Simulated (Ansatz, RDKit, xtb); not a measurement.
# Isomers of C5H11B, a sample narrowed down

Which of a sample of isomers of C5H11B is the most stable in the gas at 298.15 K, and what are its properties? The sample is small against all isomers, and the most stable one of this formula need not be in it.

The funnel: GFN2-xTB relaxations, single points with a density functional, relaxations at PBE0-D3(BJ)/def2-SVP, harmonic vibrations (at GFN2-xTB), and a last energy at a higher level. All values are calculated.

### Step 1. Candidates

Isomers were taken from a list of plausible structures; this is a sample, not all of them. That gives 14 candidates.

```csv
label,SMILES,spin
c030,BCCC1CC1,singlet
c138,CBC=C(C)C,singlet
c196,CBC/C=C/C,singlet
c200,C=CBCCC,singlet
c251,B/C=C(\C)CC,singlet
c272,BC1CCCC1,singlet
c429,CB(C)C1CC1,singlet
c480,BCC(=C)CC,singlet
c533,C=CCB(C)C,singlet
c573,CBC1CCC1,singlet
c589,CB[C@@H]1C[C@H]1C,singlet
c676,C[C@@H]1BCCC1,singlet
c841,B/C=C/CCC,singlet
c847,BCC1CCC1,singlet
```

Candidates are built by distance geometry, with a force field where one applies, in up to four conformers (letters a to d).

### Step 2. Cheap relaxation of all starts

All 41 starts are relaxed the same way. One of them, c676a (taken from a list of plausible isomers, embedded by distance geometry and UFF), in full:

start.xyz reads:

```xyz
17
c676a
C     -0.713240    -0.206583    -1.612930
C     -0.586744    -0.043319    -0.093417
C     -2.451573     0.004696     1.722146
C     -1.623207     1.272739     1.742204
C     -0.905034     1.353108     0.373316
B     -1.673262    -0.921255     0.678088
H      0.054382     0.459824    -2.097349
H     -1.730921     0.112466    -1.918578
H     -0.483175    -1.268926    -1.894817
H      0.449820    -0.376024     0.263537
H     -1.410743    -2.042743     0.968712
H     -3.466636     0.176197     1.357767
H     -2.453180    -0.483645     2.746192
H     -2.284888     2.136958     1.968490
H     -0.845191     1.228202     2.548447
H     -1.570941     1.914638    -0.325343
H      0.024514     1.958944     0.496282
```

Launch:

```
$ xtb start.xyz --gfn 2 --opt
```

The program printed, cut to the lines that bear on the results:

```text
* xtb version 6.7.1
[...]
          :  # basis functions                  35          :
[...]
          :  # electrons                        34          :
[...]
          :  Hamiltonian                  GFN2-xTB          :
[...]
          :  net charge                          0          :
          :  unpaired electrons                  0          :
[...]
   *** convergence criteria satisfied after 11 iterations ***
[...]
   *** GEOMETRY OPTIMIZATION CONVERGED AFTER 15 ITERATIONS ***
[...]
   *** convergence criteria satisfied after 3 iterations ***
[...]
         ::                     SUMMARY                     ::
         :::::::::::::::::::::::::::::::::::::::::::::::::::::
         :: total energy             -17.538003452254 Eh    ::
         :: gradient norm              0.000532136389 Eh/a0 ::
         :: HOMO-LUMO gap              4.186039945315 eV    ::
         ::.................................................::
         :: SCC energy               -17.793063223622 Eh    ::
         :: -> isotropic ES            0.021881858915 Eh    ::
         :: -> anisotropic ES          0.005879943388 Eh    ::
         :: -> anisotropic XC          0.008818121609 Eh    ::
         :: -> dispersion             -0.009873614227 Eh    ::
         :: repulsion energy           0.255059771368 Eh    ::
         :: add. restraining           0.000000000000 Eh    ::
         :: total charge               0.000000000000 e     ::
         :::::::::::::::::::::::::::::::::::::::::::::::::::::
[...]
        17        2.0000           -0.3898187             -10.6075 (HOMO)
        18                         -0.2359846              -6.4215 (LUMO)
[...]
     #   Z          covCN         q      C6AA      α(0)
     1   6          3.751    -0.101    22.487     6.763
     2   6          3.783    -0.096    22.355     6.735
     3   6          3.736    -0.143    23.350     6.896
     4   6          3.817    -0.058    21.607     6.616
     5   6          3.820    -0.063    21.693     6.628
     6   5          2.758     0.248    17.644     7.028
     7   1          0.925     0.030     2.583     2.513
     8   1          0.925     0.028     2.620     2.531
     9   1          0.925     0.030     2.579     2.512
    10   1          0.923     0.044     2.402     2.424
    11   1          0.940    -0.090     5.225     3.574
    12   1          0.924     0.048     2.340     2.392
    13   1          0.925     0.031     2.568     2.506
    14   1          0.924     0.022     2.706     2.572
[...]
     #   Z sym  total        # sym  WBO       # sym  WBO       # sym  WBO
 ---------------------------------------------------------------------------
     1   6      3.997 --     2      1.003     8      0.988     9      0.987
                             7      0.987
     2   6      3.973 --     6      1.028     1      1.003     5      0.990
                            10      0.927
     3   6      3.975 --     6      1.047     4      1.002    13      0.964
                            12      0.937
     4   6      3.998 --     5      1.009     3      1.002    15      0.982
                            14      0.981
     5   6      3.997 --     4      1.009     2      0.990    17      0.981
                            16      0.980
     6   5      3.217 --     3      1.047     2      1.028    11      0.974
     7   1      0.999 --     1      0.987
     8   1      0.999 --     1      0.988
[...]
molecular dipole:
                 x           y           z       tot (Debye)
 q only:       -0.037      -0.108       0.027
   full:        0.001       0.090       0.056       0.270
molecular quadrupole (traceless):
[...]
          | TOTAL ENERGY              -17.538003452254 Eh   |
          | GRADIENT NORM               0.000532136389 Eh/α |
          | HOMO-LUMO GAP               4.186039945315 eV   |
           -------------------------------------------------
[...]
```

It took 0.066 s on 4 threads of Arm Neoverse V2, shared host.

### Step 3. Distinct minima at GFN2-xTB

41 of the 41 relaxations converged; 6 ended on a minimum already found. 35 distinct structures remain, the lowest 22 here:

```csv
label,start,SMILES after,spin,energy (kcal/mol)
c272a,drawn,BC1CCCC1,singlet,0.0
c272b,drawn,BC1CCCC1,singlet,0.7
c676a,drawn,C[C@@H]1BCCC1,singlet,2.5
c676b,drawn,C[C@@H]1BCCC1,singlet,3.2
c847a,drawn,BCC1CCC1,singlet,13.9
c847c,drawn,BCC1CCC1,singlet,14.4
c573a,drawn,CBC1CCC1,singlet,16.6
c589a,drawn,CB[C@@H]1C[C@H]1C,singlet,17.2
c589d,drawn,CB[C@@H]1C[C@H]1C,singlet,17.4
c573b,drawn,CBC1CCC1,singlet,17.6
c251a,drawn,B/C=C(\C)CC,singlet,17.8
c573c,drawn,CBC1CCC1,singlet,18.3
c138b,drawn,CBC=C(C)C,singlet,20.1
c138a,drawn,CBC=C(C)C,singlet,20.9
c841c,drawn,B/C=C/CCC,singlet,20.9
c841a,drawn,B/C=C/CCC,singlet,21.2
c030b,drawn,BCCC1CC1,singlet,21.2
c030d,drawn,BCCC1CC1,singlet,21.5
c429c,drawn,CB(C)C1CC1,singlet,21.6
c841b,drawn,B/C=C/CCC,singlet,21.8
c030c,drawn,BCCC1CC1,singlet,21.8
c480a,drawn,BCC(=C)CC,singlet,22.0
```

### Step 4. Screening with a density functional

A choice of the minima (the low ones first, few conformers of a pattern, up to a cap) and the lowest that fell apart get a single point at r2SCAN-D4/def2-SVP on the tight-binding geometry, and one at HF/STO-3G for comparison. The lowest singlets are also tried as triplets at the same geometry (label ending in t). Within 30 kcal/mol but not screened, among others: c573c, c030d, c429c, c841b, c030c, c480a, c480c, c196c, c196a, c196b and 5 more. The first, c272a:

input.yaml reads:

```yaml
crystal:
  periodic: [false, false, false]
  atoms:
    - {symbol: C, position_ang: [-0.582034, 0.603857, -0.723169]}
    - {symbol: C, position_ang: [0.455311, -0.090853, 0.168646]}
    - {symbol: C, position_ang: [0.059210, 0.311639, 1.592408]}
    - {symbol: C, position_ang: [-1.459381, 0.572591, 1.546473]}
    - {symbol: C, position_ang: [-1.875068, 0.399263, 0.079399]}
    - {symbol: B, position_ang: [-0.598094, 0.264214, -2.252323]}
    - {symbol: H, position_ang: [-1.585430, 0.383090, -2.868010]}
    - {symbol: H, position_ang: [0.385606, -0.062484, -2.791623]}
    - {symbol: H, position_ang: [-0.355198, 1.682697, -0.693727]}
    - {symbol: H, position_ang: [1.476813, 0.197943, -0.074378]}
    - {symbol: H, position_ang: [0.368979, -1.172009, 0.046873]}
    - {symbol: H, position_ang: [0.315868, -0.462760, 2.314627]}
    - {symbol: H, position_ang: [0.587771, 1.220859, 1.882272]}
    - {symbol: H, position_ang: [-1.679024, 1.585308, 1.886299]}
    - {symbol: H, position_ang: [-2.003595, -0.114909, 2.193396]}
    - {symbol: H, position_ang: [-2.659575, 1.095741, -0.212715]}
    - {symbol: H, position_ang: [-2.244049, -0.614046, -0.087530]}
basis:
  gaussian: {orbitals: def2-SVP}
scf: {lower_state_search: off}
hamiltonian: {xc: {name: r2SCAN}, dispersion: d4}
```

Launch:

```
$ ansatz run input.yaml --threads 4 --pin off --max-ram 7830MiB --events-out events.jsonl --progress --plain --runs-dir runs
```

The program printed, cut to the lines that bear on the results:

```text
Warning: RAYON_NUM_THREADS=4 ignored (pool sized by the plan → 4); use --threads N
Functional definition: r2SCAN
  name "r2SCAN"
[...]
1582 factors; their error is unknown
[...]
mean field -6031.73515344 eV, -221.6621784319 hartree, gradient 8.2e-6 eV, S^2 0.000000; 0 other end points of the search recorded, 0 dependent functions left out
reference -6031.73516537 eV, -221.6621788703 hartree; 23, 23 occupied and 116, 116 virtual orbitals, 1582 factors
Total energy: -6031.83027394 eV, -221.6656740458 hartree
Checks for a lower state left out: stability, starts, cluster_reference, orbital_swaps, neighbouring_geometries, increment
```

Wall time 1.4 s (4 threads of Arm Neoverse V2, shared host); peak memory 0.18 GiB.

Relative energies in kcal/mol, each column from its lowest structure that stays in one piece:

```csv
label,SMILES,spin,GFN2-xTB,HF/STO-3G,r2SCAN-D4/def2-SVP
c676a,C[C@@H]1BCCC1,singlet,2.5,0.0,0.0
c676b,C[C@@H]1BCCC1,singlet,3.2,0.8,1.2
c138b,CBC=C(C)C,singlet,20.1,36.3,8.5
c138a,CBC=C(C)C,singlet,20.9,36.1,9.6
c589a,CB[C@@H]1C[C@H]1C,singlet,17.2,31.3,11.8
c589d,CB[C@@H]1C[C@H]1C,singlet,17.4,31.9,12.0
c272a,BC1CCCC1,singlet,0.0,9.1,14.1
c272b,BC1CCCC1,singlet,0.7,10.4,14.9
c251a,B/C=C(\C)CC,singlet,17.8,43.8,18.9
c573a,CBC1CCC1,singlet,16.6,22.0,20.2
c573b,CBC1CCC1,singlet,17.6,22.8,21.4
c841c,B/C=C/CCC,singlet,20.9,44.7,21.7
c841a,B/C=C/CCC,singlet,21.2,44.3,21.8
c847a,BCC1CCC1,singlet,13.9,31.2,32.3
c030b,BCCC1CC1,singlet,21.2,47.9,32.6
c847c,BCC1CCC1,singlet,14.4,32.3,32.8
c138bt,CBC=C(C)C,triplet,–,–,83.5
c676at,C[C@@H]1BCCC1,triplet,–,–,105.7
```

Measured from c676a, GFN2-xTB misplaces c847a by 21 kcal/mol against r2SCAN-D4/def2-SVP, so minima dropped on its energies alone could hide the lowest isomer.

### Step 5. Relaxing the best candidates

5 candidates are relaxed at PBE0-D3(BJ)/def2-SVP (chosen among the lowest in one piece, one conformer a pattern). The first, c676a:

input.yaml reads:

```yaml
crystal:
  periodic: [false, false, false]
  atoms:
    - symbol: C
      position_ang: [-0.563349, -0.218716, -1.581775]
    - symbol: C
      position_ang: [-0.671305, -0.043724, -0.067428]
    - symbol: C
      position_ang: [-2.348408, -0.019233, 1.823054]
    - symbol: C
      position_ang: [-1.529624, 1.281923, 1.787093]
    - symbol: C
      position_ang: [-1.035845, 1.395665, 0.345328]
    - symbol: B
      position_ang: [-1.685855, -0.947400, 0.740430]
    - symbol: H
      position_ang: [0.168698, 0.469871, -2.001390]
    - symbol: H
      position_ang: [-1.523095, -0.022615, -2.055158]
    - symbol: H
      position_ang: [-0.262698, -1.234016, -1.829411]
    - symbol: H
      position_ang: [0.319651, -0.263759, 0.357807]
    - symbol: H
      position_ang: [-1.901714, -2.081286, 0.566061]
    - symbol: H
      position_ang: [-3.371619, 0.193420, 1.495694]
    - symbol: H
      position_ang: [-2.439400, -0.419128, 2.833160]
    - symbol: H
      position_ang: [-2.106127, 2.154610, 2.096447]
    - symbol: H
      position_ang: [-0.673560, 1.188300, 2.458914]
    - symbol: H
      position_ang: [-1.847146, 1.753561, -0.292939]
    - symbol: H
      position_ang: [-0.198625, 2.087806, 0.246859]
basis:
  gaussian:
    orbitals: def2-SVP
hamiltonian:
  xc: {name: PBE0}
  dispersion: d3bj
scf:
  lower_state_search: "off"
relax:
  f_tol: 0.006
```

Launch:

```
$ ansatz run input.yaml --threads 4 --pin off --max-ram 7830MiB --events-out events.jsonl --progress --plain --runs-dir runs
```

The program printed, cut to the lines that bear on the results:

```text
Warning: RAYON_NUM_THREADS=4 ignored (pool sized by the plan → 4); use --threads N
[...]
Functional definition: PBE0
  name "PBE0"
[...]
1607 factors; integrals over basis functions are off by at most 2.9e-4 eV
[...]
mean field -6028.89501608 eV, -221.5578053093 hartree, gradient 3.0e-6 eV, S^2 0.000000; 0 other end points of the search recorded, 0 dependent functions left out
[...]
reference -6028.89504489 eV, -221.5578063677 hartree; 23, 23 occupied and 116, 116 virtual orbitals, 1607 factors
relax step   1: F+E_penalty+E_count = -6029.22290211 eV  Δ(F+E_penalty+E_count) = +0.000e0 eV  max|allowed force component| = 1.379e0 eV/Å  Δτ_max = 0.0000 Å  (16 SCF iters, accepted)
[...]
relax step   3: F+E_penalty+E_count = -6029.32037403 eV  Δ(F+E_penalty+E_count) = -1.374e-2 eV  max|allowed force component| = 2.092e-1 eV/Å  Δτ_max = 0.0410 Å  (19 SCF iters, accepted)
[...]
Atom 8 at    -0.273808    -1.274752    -1.823788 Å, force    -0.000379    -0.000030    -0.000033 eV/Å
Atom 9 at     0.224182    -0.288954     0.417662 Å, force    -0.000741     0.000087    -0.000478 eV/Å
Atom 10 at    -1.900465    -2.095104     0.558271 Å, force     0.000043     0.000441     0.000131 eV/Å
Atom 11 at    -3.344339     0.158238     1.469786 Å, force    -0.000313     0.000003     0.000307 eV/Å
Atom 12 at    -2.459926    -0.452950     2.862936 Å, force    -0.000063     0.000323     0.000404 eV/Å
Atom 13 at    -2.065163     2.170781     2.164979 Å, force    -0.000141    -0.000186     0.000070 eV/Å
Atom 14 at    -0.619169     1.194691     2.447470 Å, force     0.000131    -0.000030     0.000199 eV/Å
Atom 15 at    -1.918364     1.786078    -0.266773 Å, force    -0.000092    -0.000157     0.000306 eV/Å
Atom 16 at    -0.248709     2.134471     0.202570 Å, force     0.000008     0.000003     0.000160 eV/Å
Dipole moment:     0.014885     0.075895     0.019497 e Å
Checks for a lower state left out: stability, starts, cluster_reference, orbital_swaps, neighbouring_geometries, increment
```

It took 16 s on 4 threads of Arm Neoverse V2, shared host; peak memory 0.35 GiB.

Energy change by step (eV): 0.0000, -0.0837, -0.0975, -0.1013, -0.1038, -0.1044, -0.1044, -0.1034, -0.1045, -0.1045.

After the run. Some bond lengths: C1–C2 1.519 Å, C3–C4 1.536 Å, C2–C5 1.538 Å, C4–C5 1.530 Å, C2–B6 1.569 Å, C3–B6 1.566 Å, C1–H7 1.102 Å, C1–H8 1.102 Å, C1–H9 1.101 Å, C2–H10 1.120 Å, B6–H11 1.211 Å, C3–H12 1.114 Å, C3–H13 1.101 Å, C4–H14 1.102 Å, C4–H15 1.104 Å, C5–H16 1.106 Å. Some angles: C1–C2–C5 116.7°, C1–C2–B6 121.6°, C5–C2–B6 103.8°, C3–C4–C5 104.9°, C4–C3–B6 104.6°, C2–C5–C4 105.4°, C2–B6–C3 107.5°, C1–C2–H10 108.4°, C5–C2–H10 106.5°, B6–C2–H10 97.4°.

### Step 6. After refinement

```csv
label,spin,r2SCAN-D4/def2-SVP (kcal/mol),"PBE0-D3(BJ)/def2-SVP, relaxed (kcal/mol)",time
c676a,singlet,0.0,0.0,16 s
c138b,singlet,8.5,12.0,23 s
c272a,singlet,14.1,13.7,64 s
c589a,singlet,11.8,13.7,34 s
c251a,singlet,18.9,21.9,28 s
```

c676a: Some bond lengths: C1–C2 1.519 Å, C3–C4 1.536 Å, C2–C5 1.538 Å, C4–C5 1.530 Å, C2–B6 1.569 Å, C3–B6 1.566 Å, C1–H7 1.102 Å, C1–H8 1.102 Å, C1–H9 1.101 Å, C2–H10 1.120 Å, B6–H11 1.211 Å, C3–H12 1.114 Å, C3–H13 1.101 Å, C4–H14 1.102 Å, C4–H15 1.104 Å, C5–H16 1.106 Å. Some angles: C1–C2–C5 116.7°, C1–C2–B6 121.6°, C5–C2–B6 103.8°, C3–C4–C5 104.9°, C4–C3–B6 104.6°, C2–C5–C4 105.4°, C2–B6–C3 107.5°, C1–C2–H10 108.4°, C5–C2–H10 106.5°, B6–C2–H10 97.4°.

c138b: Bond lengths: C2–C3 1.357 Å, C3–C4 1.499 Å, C3–C5 1.498 Å, C1–B6 1.571 Å, C2–B6 1.545 Å, C1–H7 1.108 Å, C1–H8 1.099 Å, C1–H9 1.102 Å, B6–H10 1.218 Å, C2–H11 1.099 Å, C4–H12 1.104 Å, C4–H13 1.098 Å, C4–H14 1.104 Å, C5–H15 1.094 Å, C5–H16 1.104 Å, C5–H17 1.103 Å. Some angles: C2–C3–C4 121.3°, C2–C3–C5 124.8°, C4–C3–C5 113.9°, C3–C2–B6 130.4°, C1–B6–C2 128.4°, C3–C2–H11 114.1°, B6–C2–H11 115.4°, C3–C4–H12 110.5°, C3–C4–H13 112.2°, C3–C4–H14 110.8°.

c272a: Some bond lengths: C1–C2 1.537 Å, C2–C3 1.524 Å, C3–C4 1.529 Å, C1–C5 1.550 Å, C4–C5 1.542 Å, C1–B6 1.547 Å, B6–H7 1.212 Å, B6–H8 1.212 Å, C1–H9 1.123 Å, C2–H10 1.100 Å, C2–H11 1.104 Å, C3–H12 1.101 Å, C3–H13 1.104 Å, C4–H14 1.101 Å, C4–H15 1.103 Å, C5–H16 1.101 Å. Some angles: C1–C2–C3 103.5°, C2–C1–C5 105.6°, C2–C1–B6 120.0°, C5–C1–B6 120.6°, C2–C3–C4 103.0°, C3–C4–C5 105.2°, C1–C5–C4 105.7°, C1–C2–H10 112.8°, C1–C2–H11 110.0°, C3–C2–H10 114.1°.

c589a: Some bond lengths: C2–C3 1.528 Å, C2–C4 1.535 Å, C3–C4 1.475 Å, C4–C5 1.504 Å, C1–B6 1.565 Å, C2–B6 1.537 Å, C1–H7 1.100 Å, C1–H8 1.104 Å, C1–H9 1.106 Å, B6–H10 1.219 Å, C2–H11 1.096 Å, C3–H12 1.094 Å, C3–H13 1.093 Å, C4–H14 1.095 Å, C5–H15 1.101 Å, C5–H16 1.101 Å. Some angles: C2–C3–C4 61.4°, C3–C2–C4 57.6°, C3–C2–B6 119.4°, C4–C2–B6 117.7°, C2–C4–C3 61.0°, C2–C4–C5 119.1°, C3–C4–C5 121.3°, C1–B6–C2 124.9°, C2–C3–H12 116.0°, C2–C3–H13 117.7°.

### Step 7. Are they minima? Harmonic frequencies

The lowest few in one piece go on as finalists (c589a, c251a drop out). In this search the thermal terms come from GFN2-xTB at its own nearest minimum. The first, c676a:

start.xyz reads:

```xyz
17
c676a
C     -0.536604    -0.230283    -1.597023
C     -0.727368    -0.012636    -0.105458
C     -2.316846    -0.018462     1.861879
C     -1.512268     1.288711     1.804590
C     -1.073789     1.416691     0.344487
B     -1.691287    -0.915975     0.740768
H      0.256433     0.413481    -2.011431
H     -1.462532     0.001253    -2.148180
H     -0.273808    -1.274752    -1.823788
H      0.224182    -0.288954     0.417662
H     -1.900465    -2.095104     0.558271
H     -3.344339     0.158238     1.469786
H     -2.459926    -0.452950     2.862936
H     -2.065163     2.170781     2.164979
H     -0.619169     1.194691     2.447470
H     -1.918364     1.786078    -0.266773
H     -0.248709     2.134471     0.202570
```

Launch:

```
$ xtb start.xyz --gfn 2 --ohess tight
```

The program printed, cut to the lines that bear on the results:

```text
* xtb version 6.7.1
[...]
          :  # basis functions                  35          :
[...]
          :  # electrons                        34          :
[...]
          :  Hamiltonian                  GFN2-xTB          :
[...]
          :  net charge                          0          :
          :  unpaired electrons                  0          :
[...]
   *** convergence criteria satisfied after 11 iterations ***
[...]
   *** GEOMETRY OPTIMIZATION CONVERGED AFTER 10 ITERATIONS ***
[...]
   *** convergence criteria satisfied after 3 iterations ***
[...]
         ::                     SUMMARY                     ::
         :::::::::::::::::::::::::::::::::::::::::::::::::::::
         :: total energy             -17.538005339983 Eh    ::
         :: gradient norm              0.000183206842 Eh/a0 ::
         :: HOMO-LUMO gap              4.184280669021 eV    ::
         ::.................................................::
         :: SCC energy               -17.792930422568 Eh    ::
         :: -> isotropic ES            0.021883185370 Eh    ::
         :: -> anisotropic ES          0.005891424968 Eh    ::
         :: -> anisotropic XC          0.008824822793 Eh    ::
         :: -> dispersion             -0.009871783042 Eh    ::
         :: repulsion energy           0.254925082585 Eh    ::
         :: add. restraining           0.000000000000 Eh    ::
         :: total charge              -0.000000000000 e     ::
         :::::::::::::::::::::::::::::::::::::::::::::::::::::
[...]
        17        2.0000           -0.3898300             -10.6078 (HOMO)
        18                         -0.2360606              -6.4235 (LUMO)
[...]
molecular dipole:
                 x           y           z       tot (Debye)
 q only:       -0.036      -0.108       0.029
   full:        0.002       0.089       0.060       0.272
molecular quadrupole (traceless):
[...]
          | TOTAL ENERGY              -17.538005339983 Eh   |
          | TOTAL ENTHALPY            -17.380798541651 Eh   |
          | TOTAL FREE ENERGY         -17.418250818021 Eh   |
          | GRADIENT NORM               0.000183227585 Eh/α |
[...]
```

Run time: 0.14 s. Hardware: 4 threads of Arm Neoverse V2, shared host.

### Step 8. Thermal terms of the finalists

As xtb prints them, at 298.15 K, with its own treatment of low modes:

```csv
label,SMILES,spin,lowest mode (cm⁻¹),zero-point (kcal/mol),G − E (kcal/mol)
c676a,C[C@@H]1BCCC1,singlet,119,93.9,75.1
c138b,CBC=C(C)C,singlet,54,91.2,70.7
c272a,BC1CCCC1,singlet,23,93.2,74.1
```

(Part 1 of 2 ends here.)
